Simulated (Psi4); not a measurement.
# BH3O3 (boric acid) at M06-2X/def2-SVPD

Aim: the vertical electron affinity of BH3O3 (boric acid) at M06-2X/def2-SVPD, from 2 runs. 

The calculation is run with Psi4 1.11.

2 further runs of the same task are left out: 2 set aside as unsound or not needed. Runs told in other sessions of the task aren't counted.

**1. The molecule**

BH3O3: 7 atoms, total charge 0, spin state singlet. As SMILES, `OB(O)O`. The coordinates come from a PBE0-D4/def2-TZVP relaxation.

Bond lengths: O1–B2 1.366 Å, B2–O3 1.366 Å, B2–O4 1.366 Å, O1–H5 0.960 Å, O3–H6 0.960 Å, O4–H7 0.959 Å. Angles: O1–B2–O3 120.0°, O1–B2–O4 120.0°, O3–B2–O4 120.0°, B2–O1–H5 112.2°, B2–O3–H6 112.2°, B2–O4–H7 112.2°.

**2. Energy and forces at M06-2X/def2-SVPD**

File job.py:

```python
import psi4

psi4.set_memory(2200000000)
psi4.set_num_threads(1)
psi4.core.set_output_file('psi4.out', False)

mol = psi4.geometry("""
0 1
O     -2.51324126    -0.47554958     0.34874896
B      0.00000000     0.00000000    -0.00001890
O      0.81307356     2.41750773    -0.39841096
O      1.70012990    -1.94195815     0.04952972
H     -2.84706138    -2.23858846     0.60958785
H     -0.55314173     3.60962256    -0.39168353
H      3.40022201    -1.37107189    -0.21773424
units au
symmetry c1
no_reorient
no_com
""")

options = {'basis': 'def2-SVPD', 'puream': True, 'e_convergence': 1e-09, 'd_convergence': 1e-08, 'scf_type': 'pk', 'dft_radial_points': 99, 'dft_spherical_points': 590}
psi4.set_options(options)

e_tot, wfn = psi4.gradient('m06-2x', return_wfn=True)
psi4.oeprop(wfn, 'DIPOLE', 'QUADRUPOLE', 'WIBERG_LOWDIN_INDICES')
print('gradient / Eh bohr^-1')
print(e_tot.np.round(6))
print(f'energy = {wfn.energy():.10f} Eh')
```

Command:

```bash
$ python job.py
```

psi4.out:

```text
[...]
  Running in c1 symmetry.
[...]
  Nuclear repulsion =  116.439590406713847
[...]
  Multiplicity = 1
[...]
  Nalpha       = 16
  Nbeta        = 16
[...]
    Number of basis functions: 113
[...]
   @RKS iter   1:  -251.96700223595192   -4.81766e-01   7.46297e-03 ADIIS/DIIS
[...]
   @RKS iter  10:  -252.23747940604176   -1.81899e-11   3.38097e-09 DIIS
[...]
    Orbital Energies [Eh]
    ---------------------
    Doubly Occupied:
       1A    -19.648616     2A    -19.648613     3A    -19.648560
       4A     -7.122985     5A     -1.167608     6A     -1.118779
       7A     -1.118774     8A     -0.661699     9A     -0.630720
      10A     -0.630712    11A     -0.500862    12A     -0.469551
      13A     -0.469550    14A     -0.456146    15A     -0.410073
      16A     -0.410069
[...]
  @RKS Final Energy:  -252.23747940604176
   => Energetics <=
    Nuclear Repulsion Energy =            116.4395904067138474
    One-Electron Energy =                -576.8268819111406174
    Two-Electron Energy =                 223.0469536698997217
    DFT Exchange-Correlation Energy =     -14.8971415715146698
    Empirical Dispersion Energy =           0.0000000000000000
    VV10 Nonlocal Energy =                  0.0000000000000000
    Total Energy =                       -252.2374794060417571
[...]
  -Total Gradient:
     Atom            X                  Y                   Z
    ------   -----------------  -----------------  -----------------
       1       -0.000627467769    -0.000397779940     0.000120137743
       2        0.000003649242     0.000000147049     0.000003980404
       3       -0.000028273134     0.000756629054    -0.000094390214
       4        0.000684588657    -0.000351376956    -0.000036753157
       5        0.001261289006     0.001243933716    -0.000301104907
       6        0.000469905557    -0.001729921069     0.000164904606
       7       -0.001739073323     0.000474936083     0.000140812915
[...]
 Multipole Moments:
 ------------------------------------------------------------------------------------
     Multipole            Electronic (a.u.)      Nuclear  (a.u.)        Total (a.u.)
 ------------------------------------------------------------------------------------
 L = 1.  Multiply by 2.5417464519 to convert [e a0] to [Debye]
 Dipole X            :          0.0003356           -0.0002835            0.0000521
 Dipole Y            :          0.0000383           -0.0000378            0.0000005
 Dipole Z            :          0.0010960           -0.0009827            0.0001134
 Magnitude           :                                                    0.0001248
 L = 2.  Multiply by 1.3450342976 to convert [e a0^2] to [Debye ang]
 Quadrupole XX       :       -114.6113562           98.9165294          -15.6948269
 Quadrupole XY       :          1.3852655           -1.4115723           -0.0263069
[...]
```

Standard output:

```text
gradient / Eh bohr^-1
[[-6.270e-04 -3.980e-04  1.200e-04]
 [ 4.000e-06  0.000e+00  4.000e-06]
 [-2.800e-05  7.570e-04 -9.400e-05]
 [ 6.850e-04 -3.510e-04 -3.700e-05]
 [ 1.261e-03  1.244e-03 -3.010e-04]
 [ 4.700e-04 -1.730e-03  1.650e-04]
 [-1.739e-03  4.750e-04  1.410e-04]]
energy = -252.2374794060 Eh
```

Wall time 55 s (1 thread of Intel Xeon at 2.60GHz (Ice Lake), shared host); peak memory 0.86 GiB.

**3. The doublet anion**

File calc.in:

```
memory 2200 mb

molecule {
  -1 2
  O     -1.329950    -0.251650     0.184550
  B      0.000000     0.000000    -0.000010
  O      0.430260     1.279290    -0.210830
  O      0.899670    -1.027640     0.026210
  H     -1.506600    -1.184610     0.322580
  H     -0.292710     1.910130    -0.207270
  H      1.799320    -0.725540    -0.115220
  symmetry c1
}

set {
  basis                def2-SVPD
  reference            uks
  puream               true
  e_convergence        1e-09
  d_convergence        1e-08
  scf_type             pk
  dft_radial_points    99
  dft_spherical_points 590
  maxiter              100
}

e_tot, wfn = gradient('m06-2x', return_wfn=True)
oeprop(wfn, 'MAYER_INDICES', 'LOWDIN_CHARGES', 'WIBERG_LOWDIN_INDICES', title='M06-2X')
print_variables()
```

Command:

```bash
$ psi4 -n 1 calc.in calc.out
```

calc.out, cut to the lines that bear on the results:

```text
[...]
  Running in c1 symmetry.
[...]
  Nuclear repulsion =  116.439590226249052
[...]
  Multiplicity = 2
[...]
  Nalpha       = 17
  Nbeta        = 16
[...]
    Number of basis functions: 113
[...]
   @UKS iter   1:  -251.62305797126766   -1.37821e-01   8.80807e-03 ADIIS/DIIS
[...]
   @UKS iter  14:  -252.19634133205540   -1.72236e-11   4.52565e-09 DIIS
[...]
   @S^2 Observed:                7.515024993E-01
[...]
  @UKS Final Energy:  -252.19634133205540
   => Energetics <=
    Nuclear Repulsion Energy =            116.4395902262490523
    One-Electron Energy =                -581.8752008656952057
    Two-Electron Energy =                 228.1823364988606784
    DFT Exchange-Correlation Energy =     -14.9430671914699111
    Empirical Dispersion Energy =           0.0000000000000000
    VV10 Nonlocal Energy =                  0.0000000000000000
    Total Energy =                       -252.1963413320553968
  UHF NO Occupations:
  HONO-2 :   15  A 1.9998621
  HONO-1 :   16  A 1.9998621
[...]
 Multipole Moments:
 ------------------------------------------------------------------------------------
     Multipole            Electronic (a.u.)      Nuclear  (a.u.)        Total (a.u.)
 ------------------------------------------------------------------------------------
 L = 1.  Multiply by 2.5417464519 to convert [e a0] to [Debye]
 Dipole X            :         -0.0000840            0.0000186           -0.0000654
 Dipole Y            :          0.0001526           -0.0000181            0.0001345
 Dipole Z            :         -0.0002019            0.0001280           -0.0000739
 Magnitude           :                                                    0.0001668
[...]
  -Total Gradient:
     Atom            X                  Y                   Z
    ------   -----------------  -----------------  -----------------
       1        0.004052961691    -0.006489182895     0.000352013628
       2        0.000002816910     0.000001209099     0.000001946365
       3       -0.007588511220    -0.000173600495     0.000893122285
       4        0.003567057562     0.006664143592    -0.001251405733
       5        0.000480992348     0.006786224217    -0.000911251689
       6        0.005655647249    -0.003894793136    -0.000158679162
       7       -0.006146966748    -0.002902599628     0.001072566058
[...]
```

It took 1.7 min on 1 thread of Intel Xeon at 2.60GHz (Ice Lake), shared host; peak memory 0.86 GiB.

**4. Results**

At M06-2X/def2-SVPD:

```
                                         quantity          value
                      singlet BH3O3: total energy  -252.23748 Eh
                     singlet BH3O3: dipole moment         0.00 D
                       singlet BH3O3: HOMO energy      -11.16 eV
                       singlet BH3O3: LUMO energy        0.02 eV
                     singlet BH3O3: HOMO–LUMO gap       11.18 eV
          singlet BH3O3: largest force on an atom     0.093 eV/Å
                      doublet anion: total energy  -252.19634 Eh
doublet anion: HOMO energy (highest over α and β)        1.59 eV
 doublet anion: LUMO energy (lowest over α and β)        1.97 eV
                              doublet anion: ⟨S²⟩          0.752
          doublet anion: largest force on an atom     0.394 eV/Å
vertical electron affinity (to the doublet anion)      -1.119 eV
```

In words: The anion lies 1.12 eV (108 kJ/mol) above the neutral: the electron isn't bound at this level, and such a value depends on the basis. The HOMO (doublet anion) lies at positive energy, 1.59 eV, from the functional's self-interaction, a short basis or an electron that isn't bound; only total energies against the neutral tell.
